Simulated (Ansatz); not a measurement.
Crystal: Hf2Pd2Se2Br2O3.

```
Hf Pd Se Br O
1.0
     5.75899    0.00000    0.00000
    -2.87949    4.98743    0.00000
     0.00000    0.00000    8.52547
Hf Pd Se Br O
2 2 2 2 3
Direct
  0.33333 0.66667 0.54201
  0.66667 0.33333 0.54201
  0.33333 0.66667 0.12880
  0.66667 0.33333 0.12880
  0.33333 0.66667 0.85572
  0.66667 0.33333 0.85572
  0.00000 0.00000 0.13895
  0.00000 0.00000 0.65384
  0.50000 0.00000 0.42963
  0.00000 0.50000 0.42963
  0.50000 0.50000 0.42963
```

The cell was built by a generator and needn't be a form met in nature.

Base run:

| Property | Result |
| --- | --- |
| Program | Ansatz 0.2.0 |
| Functional | PBE |
| Potentials or basis | Ansatz PAW |
| Cutoff | 420 eV |
| Density cutoff | 1680 eV |
| k mesh | 6 × 6 × 3 |
| Occupations | fermi-dirac, width 0.05 eV |
| Spin | no spin polarisation |
| Hubbard terms | Hf d U = 2 eV, Pd d U = 2 eV |

Its results: band gap on the k mesh none (metal or under the smearing width); pressure 0.7 GPa; largest force 0.283 eV/Å.

Q: The run is repeated on the same cell with these changes: functional from PBE to PBEsol; hubbard terms from Hf d U = 2 eV, Pd d U = 2 eV to none; hubbard projectors from ortho-atomic (the default) to none. What comes out?

A: Band gap on the k mesh none (metal or under the smearing width); pressure -3.6 GPa; largest force 0.351 eV/Å.

Several settings changed at once, so the effect can't be laid on one alone.

Caveats: U without spin polarisation on a metal has little footing (some runs); the PAW data sets come from PBE, with cores solved anew for the run's functional, which leaves a small shift of forces and pressure (some runs).

Not every run made on this cell is shown here.
